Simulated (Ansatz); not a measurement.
# AlTlS2: the cost of one run

Method: reference: DFT, HSE06, plane waves, PAW, in Ansatz 0.2.0.

2 further runs of the same task are left out: 2 for a known fault of the program.

## (1) Starting point

It takes space group P4/mmm (No. 123, tetragonal). Conventional cell: a = 4.005 Å, b = 4.005 Å, c = 5.329 Å, α = 90.00°, β = 90.00°, γ = 90.00°. Around Tl (site symmetry 4/mmm) lie 6 S at 2.66 to 2.83 Å. Around S (site symmetry 4/mmm) lie 2 Tl at 2.66 Å and 4 Al at 2.83 Å. Al (site symmetry 4/mmm) is surrounded by 6 S at 2.66 to 2.83 Å. S (site symmetry 4/mmm) has 2 Al at 2.66 Å and 4 Tl at 2.83 Å as nearest neighbours.

Structure file:

```xyz
4
Lattice="4.0046 0.0000 0.0000 0.0000 4.0046 0.0000 0.0000 0.0000 5.3292" Properties=species:S:1:pos:R:3 pbc="T T T"
Tl    0.0000    0.0000    0.0000
S     0.0000    0.0000    2.6646
Al    2.0023    2.0023    2.6646
S     2.0023    2.0023    0.0000
```

## (2) Baseline

File input.yaml:

```yaml
crystal:
  lattice:
    - [4.0045938007, 0.0, 0.0]
    - [0.0, 4.0045938007, 0.0]
    - [0.0, 0.0, 5.3291993313]
  atoms:
    - { symbol: Tl, position: [0.0, 0.0, 0.0] }
    - { symbol: S, position: [0.0, 0.0, 0.5] }
    - { symbol: Al, position: [0.5, 0.5, 0.5] }
    - { symbol: S, position: [0.5, 0.5, 0.0] }
kpoints:
  mp_grid: { grid: [4, 4, 2] }
hamiltonian:
  xc: hse06
scf:
  occupations: { method: fermi_dirac, width: 0.02 }
  n_extra_bands: 5
output:
  forces: true
  stress: true
  eigenvalues: true
  write_density: true
  write_potential: true
  elf: true
  volumetric_format: npy
```

Launch:

```sh
ansatz run input.yaml --threads 4 --pin off --max-ram 3686MiB --backend cpu --events-out ev --progress --plain --runs-dir out
```

What time and memory should one allow on 4 threads of Arm Neoverse N1, shared host?

About 18 s, with a peak of 1 GiB.
